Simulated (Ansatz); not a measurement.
# C₂H₈F₂O₄Si₂: a ladder of functionals

One table from this session's results is given with a row withheld; the runs are named, their logs left out.

Program: Ansatz 0.2.0, Gaussian basis. Level of theory: functionals in def2-TZVPP. These are calculated values, not measurements.

Plan: LDA (SPW92), PBE-D4, revPBE-D4, BLYP-D4, r2SCAN-D4, B97M-V.

## The geometry

The geometry comes from an earlier relaxation with PBE0-D4 in a triple-zeta def2 set; it is a stationary point, not always the lowest conformer.

SMILES `CO[SiH](O)O[Si](F)(F)OC`, 18 atoms, charge 0, spin multiplicity 1.

Atoms are counted from 1 here; the program's logs count them from 0.

Bond lengths: C1–O2 1.410 Å, C1–H11 1.095 Å, C1–H12 1.091 Å, C1–H13 1.095 Å, O2–Si3 1.628 Å, Si3–O4 1.628 Å, Si3–O5 1.632 Å, Si3–H14 1.472 Å, O4–H15 0.959 Å, O5–Si6 1.599 Å, Si6–F7 1.581 Å, Si6–F8 1.579 Å, Si6–O9 1.606 Å, O9–C10 1.414 Å, C10–H16 1.094 Å, C10–H17 1.094 Å, C10–H18 1.090 Å. Angles: O2–C1–H11 111.3°, O2–C1–H12 108.1°, O2–C1–H13 111.5°, H11–C1–H12 108.7°, H11–C1–H13 108.6°, H12–C1–H13 108.5°, C1–O2–Si3 124.6°, O2–Si3–O4 113.5°, O2–Si3–O5 104.8°, O2–Si3–H14 111.9°, O4–Si3–O5 110.1°, O4–Si3–H14 105.4°, O5–Si3–H14 111.3°, Si3–O4–H15 118.7°, Si3–O5–Si6 144.0°, O5–Si6–F7 110.9°, O5–Si6–F8 108.6°, O5–Si6–O9 110.2° and more.

Set-up of the first run:

in.yaml reads:

```yaml
crystal:
  periodic: [false, false, false]
  atoms:
    - {symbol: C, position_ang: [-2.535372, 0.398152, 1.613671]}
    - {symbol: O, position_ang: [-1.483754, 0.441202, 0.675097]}
    - {symbol: Si, position_ang: [-0.379115, 1.633533, 0.578970]}
    - {symbol: O, position_ang: [-1.020898, 3.087483, 0.224791]}
    - {symbol: O, position_ang: [0.637458, 1.165420, -0.608654]}
    - {symbol: Si, position_ang: [1.223733, -0.104191, -1.383067]}
    - {symbol: F, position_ang: [0.187612, -0.641055, -2.449808]}
    - {symbol: F, position_ang: [2.483133, 0.352599, -2.219346]}
    - {symbol: O, position_ang: [1.614791, -1.259204, -0.337875]}
    - {symbol: C, position_ang: [2.101175, -2.548083, -0.658313]}
    - {symbol: H, position_ang: [-3.243156, 1.218079, 1.456226]}
    - {symbol: H, position_ang: [-3.062824, -0.548333, 1.488693]}
    - {symbol: H, position_ang: [-2.159121, 0.453021, 2.641007]}
    - {symbol: H, position_ang: [0.336446, 1.822843, 1.851515]}
    - {symbol: H, position_ang: [-1.427371, 3.214250, -0.634108]}
    - {symbol: H, position_ang: [1.400980, -3.083511, -1.305560]}
    - {symbol: H, position_ang: [3.073885, -2.488089, -1.154600]}
    - {symbol: H, position_ang: [2.214798, -3.102815, 0.273166]}
basis:
  gaussian: {orbitals: def2-TZVPP}
hamiltonian: {xc: lda}
output: {orbitals: {seedname: orbitals}}
```

Steps of the session up to this table: LDA; PBE-D4 (GGA); revPBE-D4 (GGA); BLYP-D4 (GGA); r2SCAN-D4 (meta-GGA); B97M-V (meta-GGA).

One of the session's tables, all rows but one given; the rest of the session is left out.

It belongs to the step «Frontier levels by functional». 

```
 functional  HOMO (eV)  gap (eV)
LDA (SPW92)          ?         ?
     PBE-D4      -6.97      6.81
  revPBE-D4      -6.91      6.85
    BLYP-D4      -6.88      6.71
  r2SCAN-D4      -7.32      7.79
     B97M-V      -7.46      7.54
```

Estimate the missing values for LDA (SPW92).

As computed: HOMO (eV): -7.12; gap (eV): 6.73. In the column «HOMO (eV)» it lies between r2SCAN-D4 (-7.32) and PBE-D4 (-6.97).
